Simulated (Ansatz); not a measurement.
**CH7ClOSi2: up Jacob's ladder to CCSD(T)**

An exercise on one series of results from a longer session: the logs are not shown, and one member is left open.

The runs use Ansatz 0.2.0, Gaussian basis; functionals in def2-TZVPP, the program's frozen cores in correlated methods.

The runs, in order: PBE-D4, r2SCAN-D4, PBE0-D4, B3LYP-D4, ωB97X-V, ωB97M-V, B2PLYP; CCSD(T)/def2-TZVPP; MP2/def2-QZVPP; extrapolation to the limit.

### The relaxed structure

An earlier PBE0-D4 in a triple-zeta def2 set relaxation fixed the geometry.

SMILES `C[SiH2][SiH](O)Cl`, 12 atoms, charge 0, spin multiplicity 1.

Atoms are counted from 1 here; the program's logs count them from 0.

Bond lengths: C1–Si2 1.873 Å, C1–H6 1.092 Å, C1–H7 1.092 Å, C1–H8 1.092 Å, Si2–Si3 2.336 Å, Si2–H9 1.490 Å, Si2–H10 1.490 Å, Si3–O4 1.642 Å, Si3–Cl5 2.074 Å, Si3–H11 1.487 Å, O4–H12 0.959 Å. Angles: Si2–C1–H6 110.8°, Si2–C1–H7 110.4°, Si2–C1–H8 110.4°, H6–C1–H7 108.4°, H6–C1–H8 108.5°, H7–C1–H8 108.2°, C1–Si2–Si3 109.8°, C1–Si2–H9 111.3°, C1–Si2–H10 111.3°, Si3–Si2–H9 108.9°, Si3–Si2–H10 107.4°, H9–Si2–H10 107.9°, Si2–Si3–O4 107.3°, Si2–Si3–Cl5 108.2°, Si2–Si3–H11 116.2°, O4–Si3–Cl5 109.9°, O4–Si3–H11 110.8°, Cl5–Si3–H11 104.4° and more.

Set-up of the first run:

in.yaml reads:

```yaml
crystal:
  periodic: [false, false, false]
  atoms:
    - {symbol: C, position_ang: [-1.520926, -0.736321, -0.868351]}
    - {symbol: Si, position_ang: [-0.183091, -1.056376, 0.402119]}
    - {symbol: Si, position_ang: [1.108103, 0.868116, 0.695924]}
    - {symbol: O, position_ang: [1.780083, 1.233346, -0.757578]}
    - {symbol: Cl, position_ang: [-0.149347, 2.404416, 1.297576]}
    - {symbol: H, position_ang: [-2.148997, -1.619672, -1.001673]}
    - {symbol: H, position_ang: [-2.155339, 0.094117, -0.551811]}
    - {symbol: H, position_ang: [-1.077177, -0.478721, -1.832090]}
    - {symbol: H, position_ang: [0.706522, -2.175565, -0.017350]}
    - {symbol: H, position_ang: [-0.766936, -1.406175, 1.727082]}
    - {symbol: H, position_ang: [2.148646, 0.804417, 1.756680]}
    - {symbol: H, position_ang: [2.335558, 2.013216, -0.816629]}
basis:
  gaussian: {orbitals: def2-TZVPP}
hamiltonian: {xc: pbe, dispersion: d4}
output: {forces: true, orbitals: {seedname: orbitals}}
```

Run with:

```bash
$ ansatz run in.yaml --threads 4 --pin off --events-out ev --progress --plain --max-ram 10444MiB
```

Among the steps run: PBE-D4 (GGA); r2SCAN-D4 (meta-GGA); PBE0-D4 (hybrid); B3LYP-D4 (hybrid); ωB97X-V (range-separated); ωB97M-V (range-separated); B2PLYP (double hybrid); CCSD(T) in def2-TZVPP; MP2 in def2-QZVPP.

One table of the session follows, with a row left open; its other results are not shown here.

| method | atomisation energy (kJ/mol) |
| --- | --- |
| PBE-D4 | 4178.8 |
| r2SCAN-D4 | 4172.4 |
| PBE0-D4 | 4138.9 |
| B3LYP-D4 | 4147.5 |
| ωB97X-V | 4186.2 |
| ωB97M-V | 4173.9 |
| B2PLYP | 4103.1 |
| HF/def2-TZVPP | 3118.4 |
| MP2/def2-TZVPP | 4102.5 |
| CCSD/def2-TZVPP | 4009.0 |
| CCSD(T)/def2-TZVPP | 4059.3 |
| MP2/CBS | ? |
| CCSD(T)/CBS | 4175.2 |

Estimate the missing values for MP2/CBS.

**Answer.** atomisation energy (kJ/mol): 4218.3. In the column «atomisation energy (kJ/mol)» it is the highest.
